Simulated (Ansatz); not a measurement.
# SiH2SeCl (SMILES Cl[SiH][SeH]): U-revPBE/cc-pVDZ

What is the electronic atomisation energy of SiH2SeCl at U-revPBE/cc-pVDZ? 

The calculation is run with Ansatz 0.2.0.

69 further runs of the same task are left out: 69 set aside as unsound or not needed. Runs told in other sessions of the task aren't counted.

## 1. The system as given

The species is SiH2SeCl (5 atoms), meant as a doublet with charge 0. SMILES: `Cl[SiH][SeH]`. The coordinates come from a PBE0-D4/def2-TZVP relaxation. This is one conformer, not always the lowest.

Bond lengths: Cl1–Si2 2.061 Å, Si2–Se3 2.266 Å, Si2–H4 1.489 Å, Se3–H5 1.469 Å. Angles: Cl1–Si2–Se3 113.7°, Cl1–Si2–H4 107.9°, Se3–Si2–H4 104.8°, Si2–Se3–H5 93.1°.

## 2. The energy at U-revPBE/cc-pVDZ

in.yaml

```yaml
crystal:
  periodic: [false, false, false]
  atoms:
    - {symbol: Cl, position_ang: [-2.098500, -0.286100, 0.143900]}
    - {symbol: Si, position_ang: [-0.121800, -0.761200, -0.193900]}
    - {symbol: Se, position_ang: [1.300800, 0.972900, 0.128200]}
    - {symbol: H, position_ang: [0.283800, -1.778100, 0.815900]}
    - {symbol: H, position_ang: [0.685700, 1.778800, -0.935500]}
basis:
  gaussian:
    orbitals: cc-pVDZ
output: {orbitals: {seedname: orbitals}}
hamiltonian:
  xc: {name: revPBE}
magnetization:
  spin_polarized: true
  initial_magnetization: 1
accuracy: high
```

Run with:

```console
$ ansatz run in.yaml --threads 1 --pin off --max-ram 2610MiB --events-out events.jsonl --progress --plain --runs-dir runs
```

Output:

```text
Warning: RAYON_NUM_THREADS=1 ignored (pool sized by the plan → 1); use --threads N
Functional definition: revPBE
  name "revPBE"
  parameter kappa = 1.245
  parameter beta = 0.06672455060314922
  exchange = pbe_x(kappa = kappa, mu = beta*pi^2/3)
  correlation = pbe_c(beta = beta)
1586 factors; integrals over basis functions are off by at most 4.6e-9 eV
mean field evaluation 1: about -85772.6277 eV, gradient 8.8e0 eV
mean field evaluation 2: about -85772.8974 eV, gradient 7.0e0 eV
mean field evaluation 4: about -85773.1994 eV, gradient 6.8e-1 eV
mean field evaluation 8: about -85773.1968 eV, gradient 3.6e-2 eV
mean field evaluation 16: about -85773.1968 eV, gradient 1.9e-5 eV
mean field -85773.19679707 eV, -3152.1068431315 hartree, gradient 5.3e-8 eV, S^2 0.752095; 0 other end points of the search recorded, 0 dependent functions left out
reference -85773.19680049 eV, -3152.1068432569 hartree; 34, 33 occupied and 39, 40 virtual orbitals, 1586 factors
Total energy: -85773.19680049 eV, -3152.1068432569 hartree
```

Wall time 5.1 s (1 thread of Intel Xeon 6975P-C (Granite Rapids), shared host); peak memory 0.25 GiB.

## 3. The Cl atom at the same level

molecule.yaml

```yaml
crystal:
  periodic: [false, false, false]
  atoms:
    - {symbol: Cl, position_ang: [0.000000, 0.000000, 0.000000]}
basis:
  gaussian:
    orbitals: cc-pVDZ
magnetization:
  spin_polarized: true
  initial_magnetization: 1
hamiltonian:
  xc: {name: revPBE}
accuracy: high
```

Run the same way, it converges to -460.05728 Eh (log not shown).

## 4. The H atom, same level

job.yaml

```yaml
crystal:
  periodic: [false, false, false]
  atoms:
    - symbol: H
      position_ang: [0.000000, 0.000000, 0.000000]
basis:
  gaussian:
    orbitals: cc-pVDZ
magnetization:
  spin_polarized: true
  initial_magnetization: 1
hamiltonian:
  xc: {name: revPBE}
accuracy: high
```

Run the same way, it converges to -0.50319 Eh (log not shown).

## 5. The Se atom

input.yaml

```yaml
crystal:
  periodic: [false, false, false]
  atoms:
    - symbol: Se
      position_ang: [0.000000, 0.000000, 0.000000]
basis:
  gaussian:
    orbitals: cc-pVDZ
magnetization:
  spin_polarized: true
  initial_magnetization: 2
hamiltonian:
  xc: {name: revPBE}
accuracy: high
```

Run the same way, it converges to -2401.26354 Eh (log not shown).

## 6. The Si atom, same level

run.yaml

```yaml
crystal:
  periodic: [false, false, false]
  atoms:
    - {symbol: Si, position_ang: [0.000000, 0.000000, 0.000000]}
basis:
  gaussian:
    orbitals: cc-pVDZ
magnetization:
  spin_polarized: true
  initial_magnetization: 2
hamiltonian:
  xc: {name: revPBE}
accuracy: high
```

Run the same way, it converges to -289.31204 Eh (log not shown).

## 7. Results

At U-revPBE/cc-pVDZ:

| quantity | value |
| --- | --- |
| molecule: total energy | -3152.10684 Eh |
| molecule: HOMO energy (highest over α and β) | -5.11 eV |
| molecule: LUMO energy (lowest over α and β) | -3.67 eV |
| molecule: ⟨S²⟩ | 0.752 |
| Cl atom: total energy | -460.05728 Eh |
| Cl atom: ⟨S²⟩ | 0.752 |
| H atom: total energy | -0.50319 Eh |
| H atom: ⟨S²⟩ | 0.750 |
| Se atom: total energy | -2401.26354 Eh |
| Se atom: ⟨S²⟩ | 2.002 |
| Si atom: total energy | -289.31204 Eh |
| Si atom: ⟨S²⟩ | 2.004 |
| electronic atomisation energy | 12.724 eV |

What this shows: Taking the molecule apart into free atoms costs 12.72 eV (1228 kJ/mol), before zero-point energy and without spin-orbit coupling.
